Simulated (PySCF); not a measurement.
# C3H11BN2: the cost of one run

Programs: PySCF 2.14.0, with routines of our own; each step states its level. All values are computed. Atoms count from 0.

## 1. The system as given

17 atoms, charge 0, multiplicity 1; geometry from: GFN2-xTB.

## 2. Relaxing the molecule at PBE0-D3(BJ)/def2-SVP

Job settings and geometry (Å):

```
{"job": {"xc": "PBE0", "basis": "def2-SVP", "d3": "d3bj", "grid": 1, "kind": "geom"}, "charge": 0, "multiplicity": 1}
B      2.342017    -0.449349    -0.345628
N      1.174518     0.592551     0.196880
C     -0.147409     0.339262    -0.324774
C     -1.331259     1.110914     0.200905
C     -1.165419    -0.366721     0.508896
N     -1.985808    -1.384599    -0.056634
H      3.337988    -0.095864     0.208221
H      2.390674    -0.294796    -1.526462
H      1.988086    -1.537606    -0.027275
H      1.182744     0.524090     1.209775
H      1.494389     1.520710    -0.067700
H     -0.116014     0.108343    -1.381922
H     -2.091575     1.414729    -0.503024
H     -1.168114     1.820976     0.998262
H     -0.884284    -0.614772     1.527250
H     -2.879972    -1.447566     0.417268
H     -2.147560    -1.228272    -1.043947
```

On the command line:

```bash
$ OMP_NUM_THREADS=1 python excited_run.py task.json out
```

This one command runs all jobs of the session in turn.

**Question.** How long does this first job take on 1 thread of Arm Neoverse V1, shared host, and how much memory does it need?

About 39 s, with a peak of 0.64 GiB.
